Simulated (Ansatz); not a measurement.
# In3GaP4: one candidate of a structure search

Where does this trial cell of In3GaP4 go when cell and atoms are let free?

Method: DFT PBE, scalar-relativistic, plane waves, PAW, in Ansatz 0.2.0.

## 1. The starting structure

It takes space group P-43m (No. 215, cubic). Conventional cell: a = 5.596 Å, b = 5.596 Å, c = 5.596 Å, α = 90.00°, β = 90.00°, γ = 90.00°. In (site symmetry -42m) has 4 P at 2.42 Å as nearest neighbours. Around Ga (site symmetry -43m) lie 4 P at 2.42 Å. P (site symmetry 3m) is surrounded by 3 In at 2.42 Å and 1 Ga at 2.42 Å.

Structure file:

```cif
data_structure
_symmetry_space_group_name_H-M 'P-43m'
_symmetry_Int_Tables_number 215
_cell_length_a 5.5956
_cell_length_b 5.5956
_cell_length_c 5.5956
_cell_angle_alpha 90.000
_cell_angle_beta 90.000
_cell_angle_gamma 90.000
_cell_volume 175.21
loop_
_atom_site_label
_atom_site_type_symbol
_atom_site_symmetry_multiplicity
_atom_site_Wyckoff_symbol
_atom_site_fract_x
_atom_site_fract_y
_atom_site_fract_z
_atom_site_occupancy
In1 In 3 d 0.00000 0.00000 0.50000 1
Ga1 Ga 1 b 0.50000 0.50000 0.50000 1
P1 P 4 e 0.25000 0.25000 0.25000 1
```

The start is an ordering of an alloy on its end members' structure types: elements ordered on the sites of the InP type, Ga/In on In (P-43m, No. 215).

## 2. A first look at the guess

input.yaml

```yaml
crystal:
  lattice:
    - [5.59563349, 0.0, 0.0]
    - [0.0, 5.59563349, 0.0]
    - [0.0, 0.0, 5.59563349]
  atoms:
    - { symbol: In, position: [0.0, 0.0, 0.5] }
    - { symbol: In, position: [0.0, 0.5, 0.0] }
    - { symbol: In, position: [0.5, 0.0, 0.0] }
    - { symbol: Ga, position: [0.5, 0.5, 0.5] }
    - { symbol: P, position: [0.25, 0.25, 0.25] }
    - { symbol: P, position: [0.25, 0.75, 0.75] }
    - { symbol: P, position: [0.75, 0.25, 0.75] }
    - { symbol: P, position: [0.75, 0.75, 0.25] }
basis:
  ecutwfc: 420
kpoints:
  mp_grid: { grid: [4, 4, 4] }
hamiltonian:
  xc: pbe
scf:
  occupations: { method: gaussian, width: 0.1 }
  lower_state_search: "off"
output:
  forces: true
  stress: true
  eigenvalues: true
```

Launch:

```console
ansatz run input.yaml --threads 1 --pin off --max-ram 2560MiB --backend cpu --events-out ev --progress --plain --runs-dir out
```

What it wrote, shortened:

```text
Warning: RAYON_NUM_THREADS=1 ignored (pool sized by the plan → 1); use --threads N
[...]
Pseudopotentials: kind: paw
Pseudopotential: In, paw, valence charge 13, recommended cutoff 420 eV (normal), In.paw.azcp
Pseudopotential: Ga, paw, valence charge 13, recommended cutoff 420 eV (normal), Ga.paw.azcp
Pseudopotential: P, paw, valence charge 5, recommended cutoff 420 eV (normal), P.paw.azcp
Functional definition: PBE
[...]
Crystal: 8 atoms, lattice volume = 175.206 Å³
Basis set: ecut = 420 eV, 3407 PW (Γ), exchange–correlation on 80×80×80 points (8 copies of the dense FFT grid, shifted against one another)
Bands: 44, of which v1, the nominal top of the filled ones, is band 36 counted from 1 (35 counted from 0)
Symmetry: 24 space group operations
Space group: P-43m (ITA 215), of the structure as read, at distance tolerance 5.6e-5 Å
k-points: 10 of 64 (time reversal used)
[...]
SCF iter   1: F=—  HF=-23600.321310 eV  |F-HF|=—  |Δ(HF+E_count)|=         —  Δρ=1.35e-3  dr2=6.02e-3  ethr=1.77e-3  ⟨swp⟩=8.9  Hψ=2127  notcnv=0
[...]
SCF iter   7: F=-23600.319202 eV  HF=-23600.319202 eV  |F-HF|=1.80e-8  |Δ(HF+E_count)|=   5.67e-7  Δρ=2.76e-6  dr2=1.71e-8  ethr=1.39e-10  ⟨swp⟩=10.9  Hψ=1898  notcnv=0
[...]
SCF converged after 7 iterations
Free energy (F): -23600.319202 eV
[...]
E sigma→0 (E₀):  -23600.319202 eV
Fermi energy:    8.772013 eV
[...]
--- Forces (eV/Å), atoms counted from 1 ---
  atom   1  In     0.00000000     0.00000000    -0.00000000
  atom   2  In     0.00000000    -0.00000000    -0.00000000
  atom   3  In     0.00000000    -0.00000000    -0.00000000
  atom   4  Ga     0.00000000     0.00000000     0.00000000
  atom   5  P      0.88994288     0.88994288     0.88994288
  atom   6  P      0.88994288    -0.88994288    -0.88994288
  atom   7  P     -0.88994288     0.88994288    -0.88994288
  atom   8  P     -0.88994288    -0.88994288     0.88994288
[...]
--- Stress (GPa, compression-positive) ---
       12.145168      -0.000000      -0.000000
       -0.000000      12.145168      -0.000000
        0.000000      -0.000000      12.145168
  P = ⅓ Tr σ = 12.1452 GPa (121.452 kbar)
--- Band table (eV; the first three rows and the last of 10) ---
[...]
```

It took 11 s on 1 thread of Intel Xeon at 2.50GHz (Skylake/Cascade Lake), shared host; peak memory 0.41 GiB.

Read-out: pressure 12.1 GPa, largest force 1.54 eV/Å, gap on this mesh 1.09 eV. A cheap, loose relaxation comes first.

## 3. Rough relaxation on the coarse mesh

input.yaml: that of step 2 with these lines changed.

```diff
@@ -27 +27,6 @@
   eigenvalues: true
+relax:
+  adjacent_minimum: "off"
+  f_tol: 0.04
+  max_steps: 70
+  cell: { stress_tol: 0.4 }
```

Launch:

```console
ansatz run input.yaml --threads 1 --pin off --max-ram 2560MiB --backend cpu --events-out ev --progress --plain --runs-dir out
```

What it wrote, shortened:

```text
Warning: RAYON_NUM_THREADS=1 ignored (pool sized by the plan → 1); use --threads N
[...]
Pseudopotentials: kind: paw
Pseudopotential: In, paw, valence charge 13, recommended cutoff 420 eV (normal), In.paw.azcp
Pseudopotential: Ga, paw, valence charge 13, recommended cutoff 420 eV (normal), Ga.paw.azcp
Pseudopotential: P, paw, valence charge 5, recommended cutoff 420 eV (normal), P.paw.azcp
Functional definition: PBE
[...]
Crystal: 8 atoms, lattice volume = 175.206 Å³
Basis set: ecut = 420 eV, 3407 PW (Γ), exchange–correlation on 80×80×80 points (8 copies of the dense FFT grid, shifted against one another)
Bands: 44, of which v1, the nominal top of the filled ones, is band 36 counted from 1 (35 counted from 0)
Symmetry: 24 space group operations
Space group: P-43m (ITA 215), of the structure as read, at distance tolerance 5.6e-5 Å
k-points: 10 of 64 (time reversal used)
[...]
  F+E_penalty+E_count = -23601.44083970 eV   max|allowed force component| = 8.857e-3 eV/Å   (the final SCF, on the basis selected at the relaxed cell)
  cell:  # Å, volume = 199.8089 Å³
    - [5.846172624501319, -2.5679065925163146e-33, -6.419766481290787e-33]
    - [-1.5407439555097887e-33, 5.846172624501319, 3.59506922952284e-33]
    - [-1.2839532962581573e-33, 5.135813185032624e-34, 5.846172624501319]
  atoms:
    - { symbol: In, position: [-1.2788068323617686e-18, -9.881689159159127e-19, 0.5] }
    - { symbol: In, position: [-1.2788068323617686e-18, 0.5, -7.750344438556133e-20] }
    - { symbol: In, position: [0.5, -9.881689159159124e-19, -7.750344438556214e-20] }
    - { symbol: Ga, position: [0.5, 0.5, 0.5] }
    - { symbol: P, position: [0.26097159782606244, 0.26097159782606244, 0.26097159782606244] }
    - { symbol: P, position: [0.26097159782606244, 0.7390284021739376, 0.7390284021739376] }
    - { symbol: P, position: [0.7390284021739376, 0.26097159782606244, 0.7390284021739376] }
    - { symbol: P, position: [0.7390284021739376, 0.7390284021739376, 0.26097159782606244] }
```

Run time: 57 s. Hardware: 1 thread of Intel Xeon at 2.50GHz (Skylake/Cascade Lake), shared host; peak memory 0.45 GiB.

Relaxation path:

```
step  E - E(step 1) (eV/cell)  largest force component (eV/Å)  pressure (GPa)  volume (Å³)
   1                   0.0000                          0.8899           12.15       175.21
   2                  -1.1099                          0.0785           -0.25       200.36
   3                  -1.1139                          0.0090           -0.06       199.81
   4                  -1.1216                          0.0089           -0.04       199.81
```

Step 1 is the start. Step 4 repeats the geometry before it on a plane-wave basis chosen anew for that cell, so its energy need not be comparable with the rows above.

|  | before | after | change |
| --- | --- | --- | --- |
| a (Å) | 5.596 | 5.846 | +4.5 % |
| b (Å) | 5.596 | 5.846 | +4.5 % |
| c (Å) | 5.596 | 5.846 | +4.5 % |
| volume (Å³/atom) | 21.90 | 24.98 | +14.0 % |
| shortest distance (Å) | 2.423 | 2.420 | -0.1 % |
| space group (0.01 Å) | P-43m | P-43m | same |

The run keeps the 24 symmetry operations of the start, so it could not have lowered the symmetry.

## 4. Final relaxation

The end of the coarse run is made exact in the group found at a tolerance of 0.06 Å and reduced to its primitive cell.

input.yaml

```yaml
crystal:
  lattice:
    - [5.8461726245, 0.0, 0.0]
    - [0.0, 5.8461726245, 0.0]
    - [0.0, 0.0, 5.8461726245]
  atoms:
    - { symbol: In, position: [0.0, 0.0, 0.5] }
    - { symbol: In, position: [0.0, 0.5, 0.0] }
    - { symbol: In, position: [0.5, 0.0, 0.0] }
    - { symbol: Ga, position: [0.5, 0.5, 0.5] }
    - { symbol: P, position: [0.2609715978, 0.2609715978, 0.2609715978] }
    - { symbol: P, position: [0.2609715978, 0.7390284022, 0.7390284022] }
    - { symbol: P, position: [0.7390284022, 0.2609715978, 0.7390284022] }
    - { symbol: P, position: [0.7390284022, 0.7390284022, 0.2609715978] }
basis:
  ecutwfc: 420
kpoints:
  mp_grid: { grid: [6, 6, 6] }
hamiltonian:
  xc: pbe
scf:
  occupations: { method: gaussian, width: 0.02 }
output:
  forces: true
  stress: true
  eigenvalues: true
  write_density: true
  write_potential: true
  elf: true
  volumetric_format: npy
relax:
  adjacent_minimum: "off"
  f_tol: 0.01
  max_steps: 80
  cell: { stress_tol: 0.05 }
```

Launch:

```console
ansatz run input.yaml --threads 1 --pin off --max-ram 2560MiB --backend cpu --events-out ev --progress --plain --runs-dir out
```

What it wrote, shortened:

```text
Warning: RAYON_NUM_THREADS=1 ignored (pool sized by the plan → 1); use --threads N
[...]
Pseudopotentials: kind: paw
Pseudopotential: In, paw, valence charge 13, recommended cutoff 420 eV (normal), In.paw.azcp
Pseudopotential: Ga, paw, valence charge 13, recommended cutoff 420 eV (normal), Ga.paw.azcp
Pseudopotential: P, paw, valence charge 5, recommended cutoff 420 eV (normal), P.paw.azcp
Functional definition: PBE
[...]
Crystal: 8 atoms, lattice volume = 199.809 Å³
Basis set: ecut = 420 eV, 3887 PW (Γ), exchange–correlation on 80×80×80 points (8 copies of the dense FFT grid, shifted against one another)
Bands: 44, of which v1, the nominal top of the filled ones, is band 36 counted from 1 (35 counted from 0)
Symmetry: 24 space group operations
Space group: P-43m (ITA 215), of the structure as read, at distance tolerance 5.8e-5 Å
k-points: 20 of 216 (time reversal used)
[...]
       -0.017602       0.000000      -0.000000
        0.000000      -0.017602      -0.000000
        0.000000      -0.000000      -0.017602
  P = ⅓ Tr σ = -0.0176 GPa (-0.176 kbar)
--- Band table (eV; the first three rows and the last of 20) ---
[...]
--- Relaxed structure (1 steps of the walk, 1 accepted, 1 SCFs on fresh bases) ---
  F+E_penalty+E_count = -23601.45251813 eV   max|allowed force component| = 8.823e-3 eV/Å   (the final SCF, on the basis selected at the relaxed cell)
  cell:  # Å, volume = 199.8089 Å³
    - [5.8461726245, 0.0, 0.0]
    - [0.0, 5.8461726245, 0.0]
    - [0.0, 0.0, 5.8461726245]
  atoms:
    - { symbol: In, position: [0.0, 0.0, 0.5] }
    - { symbol: In, position: [0.0, 0.5, 0.0] }
    - { symbol: In, position: [0.5, 0.0, 0.0] }
    - { symbol: Ga, position: [0.5, 0.5, 0.5] }
    - { symbol: P, position: [0.2609715978, 0.2609715978, 0.2609715978] }
    - { symbol: P, position: [0.2609715978, 0.7390284022, 0.7390284022] }
    - { symbol: P, position: [0.7390284022, 0.2609715978, 0.7390284022] }
    - { symbol: P, position: [0.7390284022, 0.7390284022, 0.2609715978] }
```

It took 66 s on 1 thread of Intel Xeon at 2.50GHz (Skylake/Cascade Lake), shared host; peak memory 0.49 GiB.

The steps of the relaxation:

```csv
step,E - E(step 1) (eV/cell),largest force component (eV/Å),pressure (GPa),volume (Å³)
1,0.0000,0.0088,-0.02,199.81
2,0.0000,0.0088,-0.02,199.81
```

Step 1 is the start. Step 2 repeats the geometry before it on a plane-wave basis chosen anew for that cell, so its energy need not be comparable with the rows above.

|  | before | after | change |
| --- | --- | --- | --- |
| a (Å) | 5.846 | 5.846 | 0.0 % |
| b (Å) | 5.846 | 5.846 | 0.0 % |
| c (Å) | 5.846 | 5.846 | 0.0 % |
| volume (Å³/atom) | 24.98 | 24.98 | 0.0 % |
| shortest distance (Å) | 2.420 | 2.420 | 0.0 % |
| space group (0.01 Å) | P-43m | P-43m | same |

The run keeps the 24 symmetry operations of the start, so it could not have lowered the symmetry.

Density in a lattice plane of the grid's cell (edges 5.85 and 5.85 Å, at 0.500 of the third edge), which holds In and Ga.

Values in e/Å³, 12 rows by 12 columns:
```
 5.32  2.31  0.36  0.12  0.06  0.03  0.02  0.03  0.06  0.12  0.36  2.31
 0.53  0.36  0.21  0.14  0.09  0.05  0.03  0.05  0.09  0.14  0.21  0.36
 0.12  0.12  0.14  0.16  0.14  0.12  0.11  0.12  0.14  0.16  0.14  0.12
 0.04  0.06  0.09  0.14  0.20  0.27  0.36  0.27  0.20  0.14  0.09  0.06
 0.02  0.03  0.05  0.12  0.27  1.38  6.28  1.38  0.27  0.12  0.05  0.03
 0.02  0.02  0.03  0.11  0.36  6.28 52.44  6.28  0.36  0.11  0.03  0.02
 0.02  0.03  0.05  0.12  0.27  1.38  6.28  1.38  0.27  0.12  0.05  0.03
 0.04  0.06  0.09  0.14  0.20  0.27  0.36  0.27  0.20  0.14  0.09  0.06
 0.12  0.12  0.14  0.16  0.14  0.12  0.11  0.12  0.14  0.16  0.14  0.12
 0.53  0.36  0.21  0.14  0.09  0.05  0.03  0.05  0.09  0.14  0.21  0.36
 5.32  2.31  0.36  0.12  0.06  0.03  0.02  0.03  0.06  0.12  0.36  2.31
13.08  5.32  0.53  0.12  0.04  0.02  0.02  0.02  0.04  0.12  0.53  5.32
```
Columns run along the first of these edges and rows up along the second, over one cell in 12 and 12 even steps from the bottom left corner. Atoms in the plane (fractional): In at (0.00, 0.00), Ga at (0.50, 0.50).

ELF in the same plane.

Ten even steps from '0' (0.00) to '9' (0.56):
```
002443321000000012334420
224434543100000134543442
444457775311011357775444
334579987532123578997543
334689998754345789998643
223578999864446899987532
012356888644444688865321
000124665442224456642100
000012454420002445421000
000012344310801344321000
000012454420002445421000
000124665442224456642100
012356888644444688865321
223578999864446899987532
334689998754345789998643
334579987532123578997543
444457775311011357775444
224434543100000134543442
002443321000000012334420
001343321000000012334310
```
Columns run along the first of these edges and rows up along the second, over one cell in 24 and 20 even steps from the bottom left corner. Atoms in the plane (fractional): In at (0.00, 0.00), Ga at (0.50, 0.50).

Both are smooth fields of the valence electrons: close to the nuclei they are not physical.

Outside the cores ELF peaks at 0.90 on the P–In line, 0.9 Å from P; 0.90 on the P–Ga line, 0.9 Å from P.

## 5. The same system, input altered

input.yaml: that of step 4 with these lines changed.

```diff
@@ -17,3 +17,3 @@
 kpoints:
-  mp_grid: { grid: [6, 6, 6] }
+  mp_grid: { grid: [0, 6, 6] }
 hamiltonian:
@@ -22,14 +22,6 @@
   occupations: { method: gaussian, width: 0.02 }
+  max_iter: 50
 output:
   forces: true
+  eigenvalues: true
   stress: true
-  eigenvalues: true
-  write_density: true
-  write_potential: true
-  elf: true
-  volumetric_format: npy
-relax:
-  adjacent_minimum: "off"
-  f_tol: 0.01
-  max_steps: 80
-  cell: { stress_tol: 0.05 }
```

Launch:

```console
ansatz run input.yaml --threads 1 --pin off --max-ram 2560MiB --backend cpu --events-out ev --progress --plain --runs-dir out
```

What it wrote:

```text
Error: invalid value for `kpoints.mp_grid.grid`: each dimension must be in 1..=255
```

Wall time 0.3 s (1 thread of Intel Xeon at 2.50GHz (Skylake/Cascade Lake), shared host); peak memory 0.084 GiB.

## 6. Diagnosis

The run ended at the input check. Its message: «invalid value for `kpoints.mp_grid.grid`: each dimension must be in 1..=255»

Look at the input: kpoints.mp_grid.grid is [0, 6, 6]. The k-point mesh is ill-defined.

Remedy: set kpoints.mp_grid.grid to [6, 6, 6].

## 7. What came out

```
                              quantity                                                                      value
symmetry at the end (tolerance 0.02 Å)                                                space group P-43m (No. 215)
                     conventional cell  a = 5.846 Å, b = 5.846 Å, c = 5.846 Å, α = 90.00°, β = 90.00°, γ = 90.00°
                                volume                                                              24.98 Å³/atom
     energy over the elements, black P                                                              -0.28 eV/atom
                       gap on the mesh                                                                    0.62 eV
```

In words: The space group P-43m (No. 215) is kept, and the volume per atom grows by 14.0 % from the first guess. It lies below the elements, which doesn't yet make it stable: competing phases were not computed in this session. No finished test with a distortion of lower symmetry is shown, so the end may be a saddle point.
